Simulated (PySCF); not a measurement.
# C₃H₆InN: NMR shieldings

What do calculations give for the NMR shieldings of C₃H₆InN (`[CH3][In]([CH3])[C]#N`)?

Programs: PySCF 2.14.0, with routines of our own; each step states its level. All values are computed. Atoms count from 0.

## 1. The starting structure

11 atoms, charge 0, multiplicity 1; geometry from: GFN2-xTB.

## 2. Optimising the geometry at PBE0-D3(BJ)/def2-SVP

What the job is given:

```
{"job": {"xc": "PBE0", "basis": "def2-SVP", "d3": "d3bj", "grid": 1, "maxiter": 30, "shake": 0.03, "kind": "geom"}, "charge": 0, "multiplicity": 1}
In    -0.138280    -0.406820     0.013250
C      2.016030    -0.402740    -0.017780
H      2.326120     0.072470     0.880810
H      2.472430     0.212730    -0.869530
H      2.424390    -1.418000    -0.117380
C     -1.357970     1.600750    -0.005070
H     -1.093210     2.105150    -0.925590
H     -0.934120     2.200130     0.821960
H     -2.426110     1.460020     0.150930
C     -1.307410    -2.252040     0.046630
N     -1.883810    -3.257170     0.052660
```

Command:

```console
$ OMP_NUM_THREADS=1 python heavy_run.py task.json out
```

The driver reads the jobs from task.json and runs them one after another.

What it wrote:

```text
step   0  E = -362.43842167  max force = 0.043953
step   1  E = -362.44927224  max force = 0.006842
step   2  E = -362.45028857  max force = 0.004478
step   3  E = -362.45060086  max force = 0.001997
step   4  E = -362.45065136  max force = 0.000691
step   5  E = -362.45067077  max force = 0.000420
step   6  E = -362.45067263  max force = 0.000158
optimisation converged
```

Wall time 40 s (1 thread of Arm Neoverse V1, shared host); peak memory 0.42 GiB.

Along the way:

```tsv
step	energy from step 0 (eV)	largest force component (eV/Å)
0	0.0000	2.2602
1	-0.2953	0.3518
2	-0.3229	0.2303
3	-0.3314	0.1027
4	-0.3328	0.0355
5	-0.3333	0.0216
6	-0.3334	0.0081
```

Distances of close pairs at the start and the end, largest changes first:

```tsv
bond	before (Å)	after (Å)	change (Å)
In0–C5	2.349	2.149	-0.200
C1–H3	1.146	1.100	-0.046
C1–H2	1.063	1.100	+0.038
C5–H6	1.083	1.100	+0.018
In0–C9	2.185	2.168	-0.017
C5–H8	1.089	1.098	+0.010
C5–H7	1.106	1.100	-0.006
In0–C1	2.155	2.149	-0.006
```

The final coordinates are the input of the step that follows.

```tsv
at the end point	value
point group (found at 0.08 Å tolerance)	C2
rotational constants (GHz, main isotopes)	3.913, 2.203, 1.435
dipole moment (D)	5.12
```

## 3. NMR shieldings: PBE0/pcSseg-1 In:us-x2c-TZVPall-2c, spin–orbit

What the job is given:

```
{"job": {"kind": "hnmr", "xc": "PBE0", "basis": {"default": "pcSseg-1", "In": "us-x2c-TZVPall-2c"}, "rel": "so"}, "charge": 0, "multiplicity": 1}
In    -0.098806    -0.189755     0.006484
C      2.034495    -0.447599    -0.019979
H      2.468125    -0.048050     0.909069
H      2.473577     0.104642    -0.863971
H      2.288338    -1.512200    -0.108581
C     -1.359831     1.550402     0.007645
H     -1.240233     2.097141    -0.939842
H     -1.077165     2.226138     0.828167
H     -2.411480     1.256030     0.122797
C     -1.198379    -2.057868     0.037951
N     -1.780581    -3.064402     0.051149
```

Method: PBE0/pcSseg-1 In:us-x2c-TZVPall-2c GIAO NMR shielding, X2C with spin-orbit coupling, screened-nuclear two-electron part, Gaussian nuclei, gas phase.

What it wrote:

```text
spin-free SCF
coarse grid: 43584 points
cycle   1  E = -6053.0466639516  dE = -1.039e-01  |g| = 6.060e-01  |ddm| = 2.375e+02
cycle   2  E = -6052.9048521269  dE =  1.418e-01  |g| = 1.006e+00  |ddm| = 1.284e+00
cycle   3  E = -6053.1183548070  dE = -2.135e-01  |g| = 2.568e-01  |ddm| = 7.878e-01
cycle   4  E = -6053.1322309353  dE = -1.388e-02  |g| = 6.547e-02  |ddm| = 1.766e-01
cycle   5  E = -6053.1330156493  dE = -7.847e-04  |g| = 1.429e-02  |ddm| = 4.299e-02
cycle   6  E = -6053.1330528950  dE = -3.725e-05  |g| = 1.239e-03  |ddm| = 1.201e-02
cycle   7  E = -6053.1330531985  dE = -3.035e-07  |g| = 4.243e-04  |ddm| = 1.386e-03
final grid: 90896 points
cycle   8  E = -6053.1317853232  dE = -5.027e-07  |g| = 1.257e-03  |ddm| = 1.141e-03
cycle   9  E = -6053.1317852877  dE =  3.548e-08  |g| = 6.131e-04  |ddm| = 9.643e-04
cycle  10  E = -6053.1317853218  dE = -3.415e-08  |g| = 5.062e-04  |ddm| = 9.002e-04
cycle  11  E = -6053.1317853728  dE = -5.095e-08  |g| = 2.235e-04  |ddm| = 4.117e-04
cycle  12  E = -6053.1317853836  dE = -1.082e-08  |g| = 1.513e-05  |ddm| = 1.256e-04
cycle  13  E = -6053.1317853837  dE = -4.911e-11  |g| = 1.641e-06  |ddm| = 1.228e-05
converged SCF energy = -6053.1317853837
two-component SCF
cycle   1  E = -6052.5606476213  dE = -6.053e+03  |FDS-SDF| = 4.098e+01
cycle   2  E = -6053.8552331640  dE = -1.295e+00  |FDS-SDF| = 3.002e-01
cycle   3  E = -6053.8556251258  dE = -3.920e-04  |FDS-SDF| = 7.862e-03
cycle   4  E = -6053.8556305402  dE = -5.414e-06  |FDS-SDF| = 3.657e-03
cycle   5  E = -6053.8556313418  dE = -8.016e-07  |FDS-SDF| = 1.175e-03
cycle   6  E = -6053.8556315538  dE = -2.120e-07  |FDS-SDF| = 3.187e-04
cycle   7  E = -6053.8556315807  dE = -2.687e-08  |FDS-SDF| = 2.348e-04
cycle   8  E = -6053.8556315943  dE = -1.361e-08  |FDS-SDF| = 5.173e-05
converged, E = -6053.8556315943

Field gradients (au) and densities at the nuclei (bohr^-3)
atom        Vxx        Vyy        Vzz        centre      nuclear mean
  0 In    -1.6649    -4.8936     6.5585     159543.448     158539.973
  1 C      0.0089     0.0210    -0.0299        114.433        114.433
  2 H     -0.1459    -0.1548     0.3007          0.372          0.372
  3 H     -0.1458    -0.1552     0.3010          0.372          0.372
  4 H     -0.1451    -0.1565     0.3016          0.372          0.372
  5 C      0.0089     0.0208    -0.0297        114.433        114.433
  6 H     -0.1459    -0.1548     0.3006          0.372          0.372
  7 H     -0.1459    -0.1553     0.3013          0.372          0.372
  8 H     -0.1450    -0.1564     0.3014          0.372          0.372
  9 C      0.2418     0.2508    -0.4927        115.124        115.123
 10 N      0.4941     0.6278    -1.1220        186.882        186.881
without picture change
  0 In                           7.1684                    321440.326

Core orbital energies (eV)
atom   shell        mean    spread
  0 In 1s       -27796.658   0.000
  0 In 2s        -4185.387   0.000
  0 In 3s         -804.745   0.000
  0 In 4s         -126.618   0.000
  0 In 2p1/2     -3900.061   0.000
  0 In 2p3/2     -3689.603   0.047
  0 In 3p1/2      -689.395   0.000
  0 In 3p3/2      -650.958   0.143
  0 In 4p1/2       -88.456   0.000
  0 In 4p3/2       -81.710   0.227
  0 In 3d3/2      -447.402   0.139
  0 In 3d5/2      -439.678   0.182
  0 In 4d3/2       -22.405   0.127
  0 In 4d5/2       -21.534   0.162

Shielding tensors (ppm)
atom      isotropic    diamagn.    paramagn.     s11        s22        s33       span
  0 In     3266.02     4623.46    -1357.44    2561.06    3286.53    3950.46    1389.40
  1 C       181.67      249.61      -67.94     152.29     195.07     197.65      45.37
  2 H        31.06       28.73        2.33      25.26      27.87      40.03      14.77
  3 H        30.96       28.83        2.13      25.06      28.01      39.81      14.75
  4 H        30.36       28.50        1.86      24.02      28.36      38.70      14.68
  5 C       181.72      249.60      -67.87     152.38     195.09     197.70      45.32
  6 H        31.06       28.73        2.33      25.27      27.87      40.04      14.77
  7 H        30.96       28.83        2.14      25.06      28.01      39.82      14.76
  8 H        30.37       28.52        1.85      24.02      28.37      38.71      14.69
  9 C        40.61      257.40     -216.78    -100.38     -66.84     289.05     389.43
 10 N      -104.63      339.29     -443.92    -305.29    -302.08     293.47     598.76
```

It took 2.2 min on 1 thread of Arm Neoverse V1, shared host; peak memory 1.2 GiB.

In short:

```tsv
quantity	value
energy from spin-orbit coupling	-0.7238 Eh
```

## 4. NMR shieldings: PBE0/pcSseg-1 In:us-x2c-TZVPall-2c, spin-free

Settings changed since step 3:

```diff
@@ -1,2 +1,2 @@
-{"job": {"kind": "hnmr", "xc": "PBE0", "basis": {"default": "pcSseg-1", "In": "us-x2c-TZVPall-2c"}, "rel": "so"}, "charge": 0, "multiplicity": 1}
+{"job": {"kind": "hnmr", "xc": "PBE0", "basis": {"default": "pcSseg-1", "In": "us-x2c-TZVPall-2c"}, "rel": "sf"}, "charge": 0, "multiplicity": 1}
 In    -0.098806    -0.189755     0.006484
```

With the program's defaults for keys left out, this is: PBE0/pcSseg-1 In:us-x2c-TZVPall-2c GIAO NMR shielding, spin-free X2C, Gaussian nuclei, gas phase.

What it wrote:

```text
spin-free SCF
coarse grid: 43584 points
cycle   1  E = -6053.0466639516  dE = -1.039e-01  |g| = 6.060e-01  |ddm| = 2.375e+02
cycle   2  E = -6052.9048521269  dE =  1.418e-01  |g| = 1.006e+00  |ddm| = 1.284e+00
cycle   3  E = -6053.1183548070  dE = -2.135e-01  |g| = 2.568e-01  |ddm| = 7.878e-01
cycle   4  E = -6053.1322309353  dE = -1.388e-02  |g| = 6.547e-02  |ddm| = 1.766e-01
cycle   5  E = -6053.1330156493  dE = -7.847e-04  |g| = 1.429e-02  |ddm| = 4.299e-02
cycle   6  E = -6053.1330528950  dE = -3.725e-05  |g| = 1.239e-03  |ddm| = 1.201e-02
cycle   7  E = -6053.1330531985  dE = -3.035e-07  |g| = 4.243e-04  |ddm| = 1.386e-03
final grid: 90896 points
cycle   8  E = -6053.1317853232  dE = -5.027e-07  |g| = 1.257e-03  |ddm| = 1.141e-03
cycle   9  E = -6053.1317852877  dE =  3.548e-08  |g| = 6.131e-04  |ddm| = 9.643e-04
cycle  10  E = -6053.1317853218  dE = -3.415e-08  |g| = 5.062e-04  |ddm| = 9.002e-04
cycle  11  E = -6053.1317853728  dE = -5.095e-08  |g| = 2.235e-04  |ddm| = 4.117e-04
cycle  12  E = -6053.1317853836  dE = -1.082e-08  |g| = 1.513e-05  |ddm| = 1.256e-04
cycle  13  E = -6053.1317853837  dE = -4.911e-11  |g| = 1.641e-06  |ddm| = 1.228e-05
converged SCF energy = -6053.1317853837
check of the scalar solution
cycle   1  E = -6053.1317853836  dE = -6.053e+03  |FDS-SDF| = 3.999e+00
cycle   2  E = -6053.1326453982  dE = -8.600e-04  |FDS-SDF| = 2.383e-03
cycle   3  E = -6053.1326453989  dE = -6.494e-10  |FDS-SDF| = 8.342e-05
converged, E = -6053.1326453989

Field gradients (au) and densities at the nuclei (bohr^-3)
atom        Vxx        Vyy        Vzz        centre      nuclear mean
  0 In    -1.6670    -4.8841     6.5511     159458.904     158455.430
  1 C      0.0094     0.0202    -0.0296        114.433        114.433
  2 H     -0.1459    -0.1549     0.3008          0.372          0.372
  3 H     -0.1458    -0.1552     0.3010          0.372          0.372
  4 H     -0.1451    -0.1566     0.3016          0.372          0.372
  5 C      0.0094     0.0200    -0.0293        114.433        114.433
  6 H     -0.1458    -0.1548     0.3007          0.372          0.372
  7 H     -0.1459    -0.1554     0.3013          0.372          0.372
  8 H     -0.1450    -0.1565     0.3014          0.372          0.372
  9 C      0.2420     0.2510    -0.4931        115.124        115.124
 10 N      0.4942     0.6281    -1.1224        186.882        186.881
without picture change
  0 In                           7.1727                    321450.709

Core orbital energies (eV)
atom   shell        mean    spread
  0 In 1s       -27798.017   0.000
  0 In 2s        -4185.653   0.000
  0 In 3s         -804.805   0.000
  0 In 4s         -126.628   0.000
  0 In 2p        -3757.356   0.076
  0 In 3p         -663.355   0.238
  0 In 4p          -83.879   0.378
  0 In 3d         -442.789   0.200
  0 In 4d          -21.883   0.291

Shielding tensors (ppm)
atom      isotropic    diamagn.    paramagn.     s11        s22        s33       span
  0 In     2473.06     4999.65    -2526.58    1695.71    2609.12    3114.36    1418.65
  1 C       187.74      249.09      -61.35     169.02     196.27     197.93      28.91
  2 H        31.10       28.73        2.37      25.58      27.79      39.93      14.35
  3 H        31.00       28.83        2.18      25.38      27.91      39.72      14.34
  4 H        30.46       28.48        1.98      24.36      28.16      38.87      14.51
  5 C       187.80      249.07      -61.28     169.12     196.23     198.03      28.91
  6 H        31.11       28.74        2.37      25.59      27.78      39.94      14.35
  7 H        31.01       28.83        2.18      25.38      27.91      39.73      14.35
  8 H        30.47       28.51        1.97      24.36      28.18      38.87      14.51
  9 C        51.36      257.05     -205.69     -68.83     -66.99     289.91     358.74
 10 N      -104.47      338.91     -443.38    -306.26    -302.69     295.55     601.81
```

It took 43 s on 1 thread of Arm Neoverse V1, shared host; peak memory 1.1 GiB.

## 5. Shieldings side by side

```tsv
run	In0	C9	C5	C1	N10	H4	H8	time
step 3, PBE0/pcSseg-1 In:us-x2c-TZVPall-2c, spin–orbit	3266.0	40.6	181.7	181.7	-104.6	30.4	30.4	2.2 min
step 4, PBE0/pcSseg-1 In:us-x2c-TZVPall-2c, spin-free	2473.1	51.4	187.8	187.7	-104.5	30.5	30.5	43 s
```

## 6. Outcome

| quantity | value |
| --- | --- |
| point group | C2 |
| rotational constants (main isotopes) | 3.91, 2.20, 1.44 GHz |
| energy from spin-orbit coupling (step 3, PBE0/pcSseg-1 In:us-x2c-TZVPall-2c, spin–orbit) | -0.7238 Eh |
| shieldings (step 3, PBE0/pcSseg-1 In:us-x2c-TZVPall-2c, spin–orbit) | In0 3266.0, C1 181.7, C5 181.7, C9 40.6, N10 -104.6 ppm |
| shieldings (step 4, PBE0/pcSseg-1 In:us-x2c-TZVPall-2c, spin-free) | In0 2473.1, C1 187.7, C5 187.8, C9 51.4, N10 -104.5 ppm |

What this shows: The start was shaken at random, so part of the energy gained undoes that. Relaxing lowered the energy by 0.333 eV in 6 steps; the close pair that moved most is In0–C5, from 2.349 to 2.149 Å. No frequency check was run at this level, so the end point may be a saddle. A contracted two-component basis is stiff near heavy nuclei, so the absolute shieldings of the heavy atoms from it are rough. In step 3, In0 has the widest tensor, 1389 ppm. In0 moves most between the runs, by 793 ppm; the labels say what changes from run to run.
